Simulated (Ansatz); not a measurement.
**CHGeN (singlet): the correlation ladder, cc-pVDZ**

How much of the correlation energy of CHGeN (singlet) does each wave-function method recover here?

Method: cc-pVDZ, core rule «outside noble gas», up to 16 orbitals frozen; program: Ansatz 0.2.0, Gaussian basis.

To be run: UHF; CCSD(T) on RHF; CCSD(T) on UHF; BCCD(T) on RHF; CISD; CCSDT(Q) on RHF; CCSDT(Q) on UHF; CASSCF and MRCISD+Q, 8 electrons in 8 orbitals; CASSCF and NEVPT2, 8 electrons in 8 orbitals.

32 further runs of the same task are left out: 2 for a mislabelled method, 16 that didn't finish, 14 set aside as unsound or not needed.

## Step 1: What is computed

The geometry is a PBE0/def2-TZVP stationary point (not a proven minimum) of the parent state, kept for this charge and spin. No spin-orbit coupling is included. The filled d shell of Ge may be among the frozen orbitals whatever the setting's name suggests; the logs give the count.

4 atoms, charge 0, spin multiplicity 1.

Atoms are counted from 1 here; the program's logs count them from 0.

Bond lengths: Ge1–C2 1.884 Å, Ge1–H4 1.538 Å, C2–N3 1.158 Å. Angles: C2–Ge1–H4 117.5°, Ge1–C2–N3 176.0°.

In the tables R marks a restricted determinant and U an unrestricted one; 'frontier' is the active space of 8 electrons in 8 orbitals; energies count from the table's Hartree-Fock row.

## Step 2: UHF

File in.yaml:

```yaml
crystal:
  periodic: [false, false, false]
  atoms:
    - {symbol: Ge, position_ang: [0.000000, -0.035871, 0.645964]}
    - {symbol: C, position_ang: [0.000000, 0.061740, -1.235333]}
    - {symbol: N, position_ang: [0.000000, 0.040290, -2.393320]}
    - {symbol: H, position_ang: [0.000000, 1.289585, 1.425554]}
basis:
  gaussian: {orbitals: cc-pVDZ}
magnetization: {spin_polarized: true, initial_magnetization: 0}
hamiltonian: {xc: hf}
output: {orbitals: {seedname: orbitals}}
```

The run is started by

```bash
ansatz run in.yaml --threads 1 --pin off --events-out ev --progress --plain --max-ram 2393MiB
```

Output:

```text
Functional definition: HF
  name "HF"
  cite "Fock, Z. Phys. 61, 126 (1930) doi:10.1007/BF01340294"
  parent pbe
  exchange = exact_x
  correlation = 0
642 factors; integrals over basis functions are off by at most 1.1e-3 eV
mean field evaluation 1: about -58996.6715 eV, gradient 2.0e1 eV
mean field evaluation 2: about -58996.6755 eV, gradient 2.0e1 eV
mean field evaluation 4: about -58999.0817 eV, gradient 2.2e0 eV
mean field evaluation 8: about -58999.1376 eV, gradient 9.5e-4 eV
mean field evaluation 16: about -58999.3001 eV, gradient 8.2e-2 eV
mean field evaluation 32: about -58998.6767 eV, gradient 3.3e0 eV
mean field evaluation 64: about -58998.2839 eV, gradient 1.6e-2 eV
mean field -58999.30036447 eV, -2168.1842972320 hartree, gradient 2.6e-5 eV, S^2 0.523243; 3 other end points of the search recorded, 0 dependent functions left out
reference -58999.30036447 eV, -2168.1842972320 hartree; 23, 23 occupied and 37, 37 virtual orbitals, 642 factors
Total energy: -58999.30036447 eV, -2168.1842972320 hartree
```

Wall time 20 s (1 thread of Intel Xeon at 2.50GHz, shared host).

From the report: ⟨S²⟩ of the determinant 0.523 (pure singlet: 0.00). The determinant is far from a pure spin state, so its energy mixes those of several spin states (harmless only where they are near-degenerate, as at dissociation).

The unrestricted solution breaks the spin symmetry, so the restricted determinant is unstable here.

## Step 3: CCSD(T) on RHF

in.yaml, as its differences from that of step 2:

```diff
@@ -9,4 +9,4 @@
   gaussian: {orbitals: cc-pVDZ}
-magnetization: {spin_polarized: true, initial_magnetization: 0}
-hamiltonian: {xc: hf}
-output: {orbitals: {seedname: orbitals}}
+magnetization: {spin_polarized: false}
+correlation: {method: ccsd_t, electrons: outside_noble_gas}
+output: {forces: true}
```

Same command.

Output, cut to the lines that bear on the results:

```text
Functional definition: HF
  name "HF"
  cite "Fock, Z. Phys. 61, 126 (1930) doi:10.1007/BF01340294"
  parent pbe
[...]
642 factors; integrals over basis functions are off by at most 1.1e-3 eV
[...]
mean field -58999.13757418 eV, -2168.1783147992 hartree, gradient 3.0e-6 eV, S^2 0.000000; 1 other end points of the search recorded, 0 dependent functions left out; unrestricted orbitals would lower it
16 core orbitals not correlated: weight in the atoms' cores, before any rotation towards them, 0.999 or more for the frozen orbitals, at most 0.001 for the correlated occupied ones
reference -58999.13757418 eV, -2168.1783147992 hartree; 7, 7 occupied and 37, 37 virtual orbitals, 642 factors
second order -9.52455263 eV of doubles, -0.00000000 eV of singles
cycle   1  -9.59756756 eV  change   -7.3e-2 eV  update   1.0e-1
[...]
cycle  12  -10.13169403 eV  change    2.6e-6 eV  update   2.1e-6
perturbative correction -0.42844122 eV, -0.0157449246 hartree
[...]
Total energy: -59009.69770943 eV, -2168.5663926118 hartree
Atom 0 at     0.000000    -0.035871     0.645964 Å, force     0.000000    -2.624971     2.373970 eV/Å
Atom 1 at     0.000000     0.061740    -1.235333 Å, force     0.000000     1.584585     1.399393 eV/Å
Atom 2 at     0.000000     0.040290    -2.393320 Å, force     0.000000    -0.324561    -3.149206 eV/Å
Atom 3 at     0.000000     1.289585     1.425554 Å, force     0.000000     1.364946    -0.624158 eV/Å
Dipole moment:     0.000000     0.164264     0.524847 e Å
```

Wall time 17 s (1 thread of Intel Xeon at 2.50GHz, shared host).

From the report: correlation -10.5601 eV; T1 0.015; largest double amplitude 0.10.

## Step 4: CCSD(T) on UHF

in.yaml, as its differences from that of step 3:

```diff
@@ -9,3 +9,3 @@
   gaussian: {orbitals: cc-pVDZ}
-magnetization: {spin_polarized: false}
+magnetization: {spin_polarized: true, initial_magnetization: 0}
 correlation: {method: ccsd_t, electrons: outside_noble_gas}
```

The command is unchanged.

Output, cut to the lines that bear on the results:

```text
Functional definition: HF
  name "HF"
  cite "Fock, Z. Phys. 61, 126 (1930) doi:10.1007/BF01340294"
  parent pbe
[...]
642 factors; integrals over basis functions are off by at most 1.1e-3 eV
[...]
mean field -58999.30036447 eV, -2168.1842972320 hartree, gradient 4.2e-6 eV, S^2 0.523243; 9 other end points of the search recorded, 0 dependent functions left out
determinant -58999.30036447 eV, -2168.1842972320 hartree, with singles and doubles -59009.16694467 eV, -2168.5468873665 hartree
determinant -58998.28387589 eV, -2168.1469419657 hartree, with singles and doubles -59008.11182713 eV, -2168.5081125123 hartree
determinant -58999.13757418 eV, -2168.1783147992 hartree, with singles and doubles -59009.26974832 eV, -2168.5506653311 hartree
16 core orbitals not correlated: weight in the atoms' cores, before any rotation towards them, 0.999 or more for the frozen orbitals, at most 0.001 for the correlated occupied ones
reference -58999.30036447 eV, -2168.1842972320 hartree; 7, 7 occupied and 37, 37 virtual orbitals, 642 factors
second order -9.23526754 eV of doubles, -0.00000000 eV of singles
cycle   1  -9.87108416 eV  change   -4.5e-3 eV  update   1.4e-2
[...]
cycle  16  -9.94791995 eV  change   -1.4e-7 eV  update   2.3e-7
perturbative correction -0.43148949 eV, -0.0158569464 hartree
[...]
Total energy: -59009.67977392 eV, -2168.5657334938 hartree
Atom 0 at     0.000000    -0.035871     0.645964 Å, force    -0.000000    -2.688246     2.423041 eV/Å
Atom 1 at     0.000000     0.061740    -1.235333 Å, force     0.000000     1.616920     1.335230 eV/Å
Atom 2 at     0.000000     0.040290    -2.393320 Å, force    -0.000000    -0.328028    -3.119420 eV/Å
Atom 3 at     0.000000     1.289585     1.425554 Å, force    -0.000000     1.399354    -0.638850 eV/Å
Dipole moment:    -0.000000     0.170753     0.520066 e Å
```

Wall time 73 s (1 thread of Intel Xeon at 2.50GHz, shared host).

From the report: ⟨S²⟩ of the determinant 0.523 (pure singlet: 0.00); correlation -10.3794 eV; T1 0.075; largest double amplitude 0.11. The determinant is far from a pure spin state, so its energy mixes those of several spin states (harmless only where they are near-degenerate, as at dissociation).

## Step 5: BCCD(T) on RHF

in.yaml, as its differences from that of step 4:

```diff
@@ -9,4 +9,3 @@
   gaussian: {orbitals: cc-pVDZ}
-magnetization: {spin_polarized: true, initial_magnetization: 0}
-correlation: {method: ccsd_t, electrons: outside_noble_gas}
-output: {forces: true}
+magnetization: {spin_polarized: false}
+correlation: {method: bccd_t, electrons: outside_noble_gas}
```

Launched as before.

Output, cut to the lines that bear on the results:

```text
Functional definition: HF
  name "HF"
  cite "Fock, Z. Phys. 61, 126 (1930) doi:10.1007/BF01340294"
  parent pbe
[...]
642 factors; integrals over basis functions are off by at most 1.1e-3 eV
[...]
mean field -58999.13757418 eV, -2168.1783147992 hartree, gradient 3.0e-6 eV, S^2 0.000000; 1 other end points of the search recorded, 0 dependent functions left out; unrestricted orbitals would lower it
16 core orbitals not correlated: weight in the atoms' cores, before any rotation towards them, 0.999 or more for the frozen orbitals, at most 0.001 for the correlated occupied ones
reference -58999.13757418 eV, -2168.1783147992 hartree; 7, 7 occupied and 37, 37 virtual orbitals, 642 factors
second order -9.52455263 eV of doubles, -0.00000000 eV of singles
cycle   1  -9.60666806 eV  change   -8.2e-2 eV  update   1.0e-1
[...]
cycle  11  -10.10483313 eV  change    3.4e-6 eV  update   7.9e-6
perturbative correction -0.45668906 eV, -0.0167830133 hartree
Total energy: -59009.69909636 eV, -2168.5664435806 hartree
```

It took 7.5 s on 1 thread of Intel Xeon at 2.50GHz, shared host.

From the report: correlation -10.5615 eV; largest double amplitude 0.10.

## Step 6: CISD

in.yaml, as its differences from that of step 5:

```diff
@@ -9,3 +9,2 @@
   gaussian: {orbitals: cc-pVDZ}
-magnetization: {spin_polarized: false}
-correlation: {method: bccd_t, electrons: outside_noble_gas}
+correlation: {active_space: {ras: {orbitals: [7, 0, 37], electrons: 14, max_holes: 2, max_particles: 2}, fixed_orbitals: true}}
```

The command is unchanged.

Output:

```text
Functional definition: HF
  name "HF"
  cite "Fock, Z. Phys. 61, 126 (1930) doi:10.1007/BF01340294"
  parent pbe
  exchange = exact_x
  correlation = 0
642 factors; integrals over basis functions are off by at most 1.1e-3 eV
mean field evaluation 1: about -58996.6715 eV, gradient 2.8e1 eV
mean field evaluation 2: about -58996.6755 eV, gradient 2.8e1 eV
mean field evaluation 4: about -58999.0817 eV, gradient 3.2e0 eV
mean field evaluation 8: about -58999.1376 eV, gradient 5.7e-4 eV
mean field evaluation 16: about -58999.1300 eV, gradient 6.9e-1 eV
mean field -58999.13757418 eV, -2168.1783147992 hartree, gradient 3.0e-6 eV, S^2 0.000000; 1 other end points of the search recorded, 0 dependent functions left out
reference -58999.13757418 eV, -2168.1783147992 hartree; 23, 23 occupied and 37, 37 virtual orbitals, 642 factors
state -59008.13521894 eV, -2168.5089721453 hartree
Total energy: -59008.13521894 eV, -2168.5089721453 hartree
```

Wall time 7.5 s (1 thread of Intel Xeon at 2.50GHz, shared host).

From the report: 50,558 determinants.

## Step 7: CCSDT(Q) on RHF

in.yaml, as its differences from that of step 6:

```diff
@@ -9,2 +9,3 @@
   gaussian: {orbitals: cc-pVDZ}
-correlation: {active_space: {ras: {orbitals: [7, 0, 37], electrons: 14, max_holes: 2, max_particles: 2}, fixed_orbitals: true}}
+magnetization: {spin_polarized: false}
+correlation: {method: ccsdt_q, electrons: outside_noble_gas}
```

Same command.

Output, cut to the lines that bear on the results:

```text
Functional definition: HF
  name "HF"
  cite "Fock, Z. Phys. 61, 126 (1930) doi:10.1007/BF01340294"
  parent pbe
[...]
1139 factors; integrals over basis functions are off by at most 1.7e-7 eV
[...]
mean field -58999.13768623 eV, -2168.1783189172 hartree, gradient 4.5e-6 eV, S^2 0.000000; 1 other end points of the search recorded, 0 dependent functions left out; unrestricted orbitals would lower it
16 core orbitals not correlated: weight in the atoms' cores, before any rotation towards them, 0.999 or more for the frozen orbitals, at most 0.001 for the correlated occupied ones
reference -58999.13768623 eV, -2168.1783189172 hartree; 7, 7 occupied and 37, 37 virtual orbitals, 1139 factors
second order -9.52457787 eV of doubles, -0.00000000 eV of singles
cycle   1  -9.59757049 eV  change   -7.3e-2 eV  update   1.2e-1
[...]
cycle  17  -10.57464632 eV  change   -7.6e-7 eV  update   1.7e-6
perturbative correction -0.05078152 eV, -0.0018661866 hartree
Total energy: -59009.76311408 eV, -2168.5687961883 hartree
```

Run time: 53 s. Hardware: 1 thread of Intel Xeon at 2.50GHz, shared host; peak memory 0.31 GiB.

From the report: correlation -10.6254 eV; T1 0.015; largest double amplitude 0.12.

## Step 8: CCSDT(Q) on UHF

in.yaml, as its differences from that of step 7:

```diff
@@ -9,3 +9,3 @@
   gaussian: {orbitals: cc-pVDZ}
-magnetization: {spin_polarized: false}
+magnetization: {spin_polarized: true, initial_magnetization: 0}
 correlation: {method: ccsdt_q, electrons: outside_noble_gas}
```

The command is unchanged.

Output, cut to the lines that bear on the results:

```text
Functional definition: HF
  name "HF"
  cite "Fock, Z. Phys. 61, 126 (1930) doi:10.1007/BF01340294"
  parent pbe
[...]
1139 factors; integrals over basis functions are off by at most 1.7e-7 eV
[...]
mean field -58999.30047767 eV, -2168.1843013920 hartree, gradient 3.2e-6 eV, S^2 0.523245; 10 other end points of the search recorded, 0 dependent functions left out
determinant -58999.30047767 eV, -2168.1843013920 hartree, with singles and doubles -59009.16705798 eV, -2168.5468915308 hartree
determinant -58998.28398827 eV, -2168.1469460957 hartree, with singles and doubles -59008.11193995 eV, -2168.5081166584 hartree
determinant -58999.13768623 eV, -2168.1783189171 hartree, with singles and doubles -59009.26986278 eV, -2168.5506695373 hartree
16 core orbitals not correlated: weight in the atoms' cores, before any rotation towards them, 0.999 or more for the frozen orbitals, at most 0.001 for the correlated occupied ones
reference -58999.30047767 eV, -2168.1843013920 hartree; 7, 7 occupied and 37, 37 virtual orbitals, 1139 factors
second order -9.23528857 eV of doubles, -0.00000000 eV of singles
cycle   1  -9.28792342 eV  change   -5.3e-2 eV  update   1.1e-1
[...]
cycle  29  -10.40601427 eV  change    6.2e-8 eV  update   2.8e-7
perturbative correction -0.05362172 eV, -0.0019705618 hartree
Total energy: -59009.76011365 eV, -2168.5686859247 hartree
```

Wall time 7.8 min (1 thread of Intel Xeon at 2.50GHz, shared host); peak memory 0.82 GiB.

From the report: ⟨S²⟩ of the determinant 0.523 (pure singlet: 0.00); correlation -10.4596 eV; T1 0.089; largest double amplitude 0.15. The determinant is far from a pure spin state, so its energy mixes those of several spin states (harmless only where they are near-degenerate, as at dissociation).

## Step 9: CASSCF and MRCISD+Q, 8 electrons in 8 orbitals

in.yaml, as its differences from that of step 8:

```diff
@@ -9,3 +9,2 @@
   gaussian: {orbitals: cc-pVDZ}
-magnetization: {spin_polarized: true, initial_magnetization: 0}
-correlation: {method: ccsdt_q, electrons: outside_noble_gas}
+correlation: {method: fic_mrcisd_q, electrons: outside_noble_gas, active_space: {window: {electrons: 8, orbitals: 8}}}
```

Same command.

Output, cut to the lines that bear on the results:

```text
Functional definition: HF
  name "HF"
  cite "Fock, Z. Phys. 61, 126 (1930) doi:10.1007/BF01340294"
  parent pbe
[...]
642 factors; integrals over basis functions are off by at most 1.1e-3 eV
[...]
mean field -58999.13757418 eV, -2168.1783147992 hartree, gradient 3.0e-6 eV, S^2 0.000000; 1 other end points of the search recorded, 0 dependent functions left out; unrestricted orbitals would lower it
reference -58999.13757418 eV, -2168.1783147992 hartree; 23, 23 occupied and 37, 37 virtual orbitals, 642 factors
state -59002.92591717 eV, -2168.3175338363 hartree
contracted CI cycle   1: correlation 0.00000000 eV, 0.0000000000 hartree, residual 2.22e1 eV
contracted CI cycle   2: correlation -5.87178002 eV, -0.2157839358 hartree, residual 4.18e0 eV
contracted CI cycle   3: correlation -6.10541378 eV, -0.2243698179 hartree, residual 1.20e0 eV
[...]
contracted CI cycle   3: correlation -6.63384165 eV, -0.2437891839 hartree, residual 1.07e0 eV
contracted CI cycle   4: correlation -6.65168104 eV, -0.2444447697 hartree, residual 3.58e-1 eV
contracted CI cycle   5: correlation -6.65368751 eV, -0.2445185059 hartree, residual 1.31e-1 eV
contracted CI cycle   6: correlation -6.65394054 eV, -0.2445278046 hartree, residual 4.70e-2 eV
contracted CI cycle   7: correlation -6.65397266 eV, -0.2445289850 hartree, residual 1.69e-2 eV
contracted CI cycle   8: correlation -6.65397680 eV, -0.2445291371 hartree, residual 6.23e-3 eV
contracted CI cycle   9: correlation -6.65397736 eV, -0.2445291577 hartree, residual 2.17e-3 eV
contracted CI cycle  10: correlation -6.65397743 eV, -0.2445291604 hartree, residual 8.19e-4 eV
state -59002.39097229 eV, -2168.2978749747 hartree; corrected -59009.67652278 eV, -2168.5656140170 hartree
state -59002.92591717 eV, -2168.3175338363 hartree; corrected -59009.68250168 eV, -2168.5658337375 hartree
Total energy: -59009.68250168 eV, -2168.5658337375 hartree
```

It took 40 s on 1 thread of Intel Xeon at 2.50GHz, shared host; peak memory 0.27 GiB.

From the report: 2,500 determinants; active occupations 1.98, 1.98, 1.94, 1.94, 0.06, 0.06, 0.02, 0.02.

## Step 10: CASSCF and NEVPT2, 8 electrons in 8 orbitals

in.yaml, as its differences from that of step 9:

```diff
@@ -9,2 +9,2 @@
   gaussian: {orbitals: cc-pVDZ}
-correlation: {method: fic_mrcisd_q, electrons: outside_noble_gas, active_space: {window: {electrons: 8, orbitals: 8}}}
+correlation: {method: sc_nevpt2, electrons: outside_noble_gas, active_space: {window: {electrons: 8, orbitals: 8}}}
```

Launched as before.

Output, cut to the lines that bear on the results:

```text
Functional definition: HF
  name "HF"
  cite "Fock, Z. Phys. 61, 126 (1930) doi:10.1007/BF01340294"
  parent pbe
[...]
642 factors; integrals over basis functions are off by at most 1.1e-3 eV
[...]
mean field -58999.13757418 eV, -2168.1783147992 hartree, gradient 3.0e-6 eV, S^2 0.000000; 1 other end points of the search recorded, 0 dependent functions left out; unrestricted orbitals would lower it
reference -58999.13757418 eV, -2168.1783147992 hartree; 23, 23 occupied and 37, 37 virtual orbitals, 642 factors
state -59002.92591717 eV, -2168.3175338363 hartree
state -59002.92591717 eV, -2168.3175338363 hartree; corrected -59008.22511378 eV, -2168.5122757197 hartree
state -59002.39097229 eV, -2168.2978749747 hartree
state -59002.39097229 eV, -2168.2978749747 hartree; corrected -59008.50447886 eV, -2168.5225421973 hartree
state -59002.39097229 eV, -2168.2978749747 hartree; corrected -59008.50447886 eV, -2168.5225421973 hartree
the orbitals are reached from a further start. From the first start the search ends at -59002.92581281 eV, -2168.3175300011 hartree
WARN: the results are in doubt because another end's mean lies 0.535 eV lower, and its corrected mean 0.279 eV higher
Total energy: -59008.50447886 eV, -2168.5225421973 hartree
In doubt: another end's mean lies 0.535 eV lower, and its corrected mean 0.279 eV higher
```

It took 30 s on 1 thread of Intel Xeon at 2.50GHz, shared host.

From the report: 2,450 determinants; active occupations 1.98, 1.94, 1.93, 1.91, 0.09, 0.07, 0.06, 0.02. The program marks this result as in doubt; its last lines say why.

## Step 11: All levels against the top one

The yardstick is RCCSDT(Q), where the cluster series has nearly closed. Rows without a time come out of other runs: HF, MP2 and CCSD of CCSD(T), CCSDT of CCSDT(Q), CASSCF and MRCISD of the multireference runs. The times of RCCSD(T), UCCSD(T) include forces.

Differences are taken before rounding.

```csv
method,energy from the lowest RHF (meV),from RCCSDT(Q) (meV),time
RHF,0.0,+10625.5,
UHF,-162.8,+10462.7,
RMP2,-9524.6,+1101.0,
UMP2,-9398.1,+1227.5,
RCCSD,-10131.7,+493.8,
UCCSD,-10110.7,+514.8,
RCCSD(T),-10560.1,+65.4,17 s
UCCSD(T),-10542.2,+83.3,73 s
BCCD(T),-10561.5,+64.0,7.5 s
RCCSDT,-10574.8,+50.8,
UCCSDT,-10568.9,+56.6,
RCCSDT(Q),-10625.5,0,53 s
UCCSDT(Q),-10622.5,+3.0,7.8 min
CASSCF frontier,-3788.3,+6837.2,
MRCISD frontier,-9921.2,+704.3,
MRCISD+Q frontier,-10544.9,+80.6,40 s
```

Among the levels timed on like hardware and quicker than the yardstick, those that no quicker one beats, quickest first: BCCD(T) (7.5 s, +64.0 meV).

Not comparable, so not listed: CISD; CASSCF and NEVPT2, 8 electrons in 8 orbitals (they don't share determinant, frozen orbitals or solution with the rows shown, or repeat one).

## Step 12: Summary of results

| quantity | value |
| --- | --- |
| RCCSDT(Q) below the RHF energy | -10.6255 eV |
| RMP2 from RCCSDT(Q) | +1101.0 meV |
| UMP2 from RCCSDT(Q) | +1227.5 meV |
| RCCSD from RCCSDT(Q) | +493.8 meV |
| RCCSD(T) from RCCSDT(Q) | +65.4 meV |
| UCCSD(T) from RCCSDT(Q) | +83.3 meV |
| UCCSDT(Q) from RCCSDT(Q) | +3.0 meV |
| MRCISD+Q frontier from RCCSDT(Q) | +80.6 meV |
| levels within 1 kcal/mol (43 meV) | UCCSDT(Q) |
| T1 diagnostic | 0.015 |

**Reading.** RCCSD(T) lands +65.4 meV from the yardstick (0.6 % of the correlation energy). These misses are within one basis, not against nature.

BCCD(T) reaches 64.0 meV from the reference in 7.5 s, where RCCSDT(Q) took 53 s.
